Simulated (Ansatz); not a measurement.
# SnO2 (rutile type): the cost of one run

Program: Ansatz 0.2.0. Level of theory: DFT PBE, with the methods named in each step. These are calculated values, not measurements.

## Step 1: The system as given

It takes space group P4_2/mnm (No. 136, tetragonal). The conventional cell has a = 4.827 Å, b = 4.827 Å, c = 3.238 Å, α = 90.00°, β = 90.00°, γ = 90.00°. Around Sn (site symmetry mmm) lie 6 O at 2.09 Å. O (site symmetry m2m) is surrounded by 3 Sn at 2.09 Å.

Structure file:

```cif
data_structure
_symmetry_space_group_name_H-M 'P4_2/mnm'
_symmetry_Int_Tables_number 136
_cell_length_a 4.8270
_cell_length_b 4.8270
_cell_length_c 3.2383
_cell_angle_alpha 90.000
_cell_angle_beta 90.000
_cell_angle_gamma 90.000
_cell_volume 75.45
loop_
_atom_site_label
_atom_site_type_symbol
_atom_site_symmetry_multiplicity
_atom_site_Wyckoff_symbol
_atom_site_fract_x
_atom_site_fract_y
_atom_site_fract_z
_atom_site_occupancy
Sn1 Sn 2 a 0.00000 0.00000 0.00000 1
O1 O 4 f 0.30657 0.30657 0.00000 1
```

The file gives the conventional cell by its symmetry; the runs use the cell typed in the input.

Whether this phase is the stable one at these pressures isn't tested.

Atoms are numbered in the order of the input: Sn1, Sn2, O3, O4, O5, O6.

## Step 2: The reference volume, LAPW

The input, input.yaml:

```yaml
crystal:
  lattice:
    - [4.8270227918, 0.0, 0.0]
    - [0.0, 4.8270227918, 0.0]
    - [0.0, 0.0, 3.2382847993]
  atoms:
    - { symbol: Sn, position: [0.0, 0.0, 0.0] }
    - { symbol: Sn, position: [0.5, 0.5, 0.5] }
    - { symbol: O, position: [0.3065726999, 0.3065726999, 0.0] }
    - { symbol: O, position: [0.6934273001, 0.6934273001, 0.0] }
    - { symbol: O, position: [0.8065726999, 0.1934273001, 0.5] }
    - { symbol: O, position: [0.1934273001, 0.8065726999, 0.5] }
kpoints:
  mp_grid: { grid: [8, 8, 11] }
  band_path:
    path:
      - [0.0, 0.0, 0.0]
      - [0.0, 0.5, 0.0]
      - [0.5, 0.5, 0.0]
      - [0.0, 0.0, 0.0]
      - [0.0, 0.0, 0.5]
      - [0.0, 0.5, 0.5]
      - [0.5, 0.5, 0.5]
      - [0.0, 0.0, 0.5]
      - [0.0, 0.5, 0.0]
    npoints: 14
scf:
  occupations: { method: fermi_dirac, width: 0.05 }
hamiltonian:
  xc: pbe
  pseudopotentials: { kind: all_electron, lapw: { basis_error: 0.001 } }
output:
  forces: true
  stress: true
  eigenvalues: true
  populations: true
  dos: { projected: true, de: 0.2, e_range: [-14, 8] }
```

Command:

```bash
$ ansatz run input.yaml --threads 2 --pin off --max-ram 5120MiB --backend cpu --events-out ev --progress --plain --runs-dir out
```

**Question.** How long does this run take on 2 threads of Intel Xeon at 2.50GHz (Skylake/Cascade Lake), shared host, and how much memory does it need?

About 3.4 min, with a peak of 1.3 GiB.
